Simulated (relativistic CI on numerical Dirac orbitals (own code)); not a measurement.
# Zr⁺: M2,3 absorption multiplets

Wanted: the shape of the M2,3 absorption spectrum of Zr⁺ in 4 surroundings, from the same atomic integrals.

The numbers are computed with relativistic CI on numerical Dirac orbitals (own code) version 1 (Dirac-Coulomb-Breit CI, KLI orbitals optimised for each configuration, model QED (radiative potential, 1s self-energy scaled to tabulated hydrogen-like ionisation energies), valence Slater integrals scaled by 0.8, multiplet model of core-to-valence dipole absorption in a parametric crystal field), except any that are marked as measured or tabulated.

### Step 1. The system

* ion: Zr⁺ (Zr II)
* nuclear charge: 40
* electrons: 39
* configurations: [Kr] 4d3 → [Ne] 3s2 3p5 3d10 4s2 4p6 4d4
* magnetising field for the dichroism, Lz and Sz: exchange field 10 meV on Sz; these come from the lowest magnetised state alone (0 K)
* temperature of the isotropic spectrum: 300 K
* widths: Lorentz 3 eV, Gauss 0.4 eV
* surrounding 1: D4h, 10Dq = 21700, Ds = 1070, Dt = -200 cm⁻¹
* surrounding 2: D4h, 10Dq = 21700, Ds = 1710, Dt = -200 cm⁻¹
* surrounding 3: D4h, 10Dq = 21700, Ds = 2360, Dt = -200 cm⁻¹
* surrounding 4: D4h, 10Dq = 21700, Ds = 3000, Dt = -200 cm⁻¹

### Step 2. Surrounding 1: D4h, 10Dq = 21700, Ds = 1070, Dt = -200

The run's settings:

```ini
atom Zr  Z=40  charge=1  electrons=39
nucleus A=90  rms_radius_fm=4.2694
hamiltonian dirac-coulomb  breit=on  qed=on  c_scale=1
orbitals kli  potential=per-configuration
slater_scale 0.8
correlation none
mixing on
configurations
  [Kr] 4d3
  [Ne] 3s2 3p5 3d10 4s2 4p6 4d4
end
absorption M2,3 T=300 lorentz=3.0 gauss=0.4
crystal_field D4h 10Dq=21700 Ds=1070 Dt=-200
```

### Step 3. Surrounding 2: D4h, 10Dq = 21700, Ds = 1710, Dt = -200

Changes to the settings of step 2:

```diff
@@ -12,2 +12,2 @@
 absorption M2,3 T=300 lorentz=3.0 gauss=0.4
-crystal_field D4h 10Dq=21700 Ds=1070 Dt=-200
+crystal_field D4h 10Dq=21700 Ds=1710 Dt=-200
```

### Step 4. Surrounding 3: D4h, 10Dq = 21700, Ds = 2360, Dt = -200

Changes to the settings of step 3:

```diff
@@ -12,2 +12,2 @@
 absorption M2,3 T=300 lorentz=3.0 gauss=0.4
-crystal_field D4h 10Dq=21700 Ds=1710 Dt=-200
+crystal_field D4h 10Dq=21700 Ds=2360 Dt=-200
```

### Step 5. Surrounding 4: D4h, 10Dq = 21700, Ds = 3000, Dt = -200

Changes to the settings of step 4:

```diff
@@ -12,2 +12,2 @@
 absorption M2,3 T=300 lorentz=3.0 gauss=0.4
-crystal_field D4h 10Dq=21700 Ds=2360 Dt=-200
+crystal_field D4h 10Dq=21700 Ds=3000 Dt=-200
```

(Steps that only read results are left out.)

**Question.** What will these runs give? Wanted: highest peak, first run; ground spin; share of the lower edge; core spin-orbit splitting.

**Answer**, as computed:

| surrounding | ground S | Lz (0 K) | Sz (0 K) | centroid (eV) | share of the lower edge | up to four highest peaks (% of the highest), eV |
| --- | --- | --- | --- | --- | --- | --- |
| 1: D4h | 1.50 | 0.05 | -1.50 | 338.19 | 0.707* | 334.5 (100), 348.0 (41) |
| 2: D4h | 1.50 | 0.05 | -1.50 | 338.19 | 0.707* | 334.5 (100), 348.0 (41) |
| 3: D4h | 1.50 | 0.05 | -1.50 | 338.18 | 0.707* | 334.0 (100), 348.0 (41) |
| 4: D4h | 1.49 | 0.06 | -1.49 | 338.15 | 0.708* | 334.0 (100), 348.0 (40) |

* From the broadened curve, split at its minimum between the edges.

```
                                 quantity           value
                  highest peak, first run        334.5 eV
      ground spin (effective S from ⟨S²⟩)            1.50
                  share of the lower edge  0.707 to 0.708
core spin-orbit splitting (without Breit)        13.94 eV
```

**Reading.** The lower edge takes 0.71 of the intensity in surrounding 1, above the statistical 0.67. The highest peak stays in place, within the step of the energy grid, in all surroundings. Edge positions are free-ion values and differ from those in solids by a few eV or more.
